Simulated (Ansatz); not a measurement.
# C2H4GaN: the cost of one run

All numbers below are computed with Ansatz 0.2.0 (RKS PBE0-D4/def2-SVPD).

**1. Starting point**

Bond lengths: C1–Ga2 1.935 Å, Ga2–C3 1.616 Å, C3–N4 1.164 Å, C1–H5 1.121 Å, C1–H6 1.141 Å, C1–H7 1.125 Å, Ga2–H8 0.967 Å. Angles: C1–Ga2–C3 100.7°, C1–Ga2–H8 125.2°, C3–Ga2–H8 104.7°, Ga2–C1–H5 109.5°, Ga2–C1–H6 88.4°, Ga2–C1–H7 135.6°, H5–C1–H6 107.1°, H5–C1–H7 106.2°, H6–C1–H7 105.3°, Ga2–C3–N4 157.0°.

Coordinates:

```xyz
8

C    -0.7587    0.7121   -0.1686
Ga    0.8346   -0.0498    0.6213
C     0.9757   -1.4113   -0.2386
N     1.2518   -2.0787   -1.1518
H    -1.6156    0.6138    0.5472
H    -0.3051    1.7468   -0.0089
H    -1.2108    0.7411   -1.1987
H     0.9202   -0.3311    1.5422
```

**2. End point A**

Input file input.yaml:

```yaml
crystal:
  periodic: [false, false, false]
  atoms:
    - { symbol: C, position_ang: [-0.7587, 0.7121, -0.1686] }
    - { symbol: Ga, position_ang: [0.8346, -0.0498, 0.6213] }
    - { symbol: C, position_ang: [0.9757, -1.4113, -0.2386] }
    - { symbol: "N", position_ang: [1.2518, -2.0787, -1.1518] }
    - { symbol: H, position_ang: [-1.6156, 0.6138, 0.5472] }
    - { symbol: H, position_ang: [-0.3051, 1.7468, -0.0089] }
    - { symbol: H, position_ang: [-1.2108, 0.7411, -1.1987] }
    - { symbol: H, position_ang: [0.9202, -0.3311, 1.5422] }
basis:
  gaussian: { orbitals: def2-SVPD }
hamiltonian:
  xc: pbe0
  dispersion: d4
relax:
  f_tol: 0.015
  max_steps: 40
```

Command:

```bash
$ ansatz run input.yaml --threads 2 --pin off --max-ram 3072MiB --backend cpu --events-out ev --progress --plain --runs-dir out
```

Q: Estimate wall time and peak memory on 2 threads of Arm Neoverse V1, shared host.

About 40 s, with a peak of 0.33 GiB.
